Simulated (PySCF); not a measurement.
# C4H9ClOSi: the cost of one run

Programs: PySCF 2.14.0, with routines of our own; each step states its level. All values are computed. Atoms count from 0.

## Step 1: The starting structure

16 atoms, charge 0, multiplicity 1; geometry from: GFN2-xTB.

## Step 2: Magnetic properties: GIAO HF/pcSseg-1

The job: settings as JSON, then the geometry in Å.

```
{"job": {"kind": "mag", "xc": "HF", "basis": "pcSseg-1", "isotopologues": 2}, "charge": 0, "multiplicity": 1}
C     -2.067706     0.846588     0.829867
C     -1.859273    -0.540258     0.227862
Si    -0.441641    -0.617822    -1.025909
O      0.859537    -0.220695    -0.113448
C      2.153537    -0.112506    -0.442652
C      3.061606     0.251299     0.453672
Cl     4.719042     0.395305     0.040916
H     -2.881038     0.834723     1.553719
H     -1.164809     1.180991     1.334803
H     -2.313382     1.568972     0.054851
H     -2.777736    -0.857691    -0.266188
H     -1.681059    -1.252562     1.035053
H     -0.593940     0.350300    -2.117286
H     -0.266963    -1.960085    -1.588914
H      2.422897    -0.333545    -1.467971
H      2.823329     0.475929     1.480216
```

Method: GIAO HF/pcSseg-1 magnetisability, rotational g tensor and spin-rotation constants, non-relativistic, gas phase.

The run is started by

```bash
$ OMP_NUM_THREADS=1 python excited_run.py task.json out
```

One launch serves the whole session: the jobs run in the order shown.

Q: Estimate the wall time and peak memory of this first job on 1 thread of Intel Xeon Platinum 8488C, shared host.

About 13 s, with a peak of 0.83 GiB.
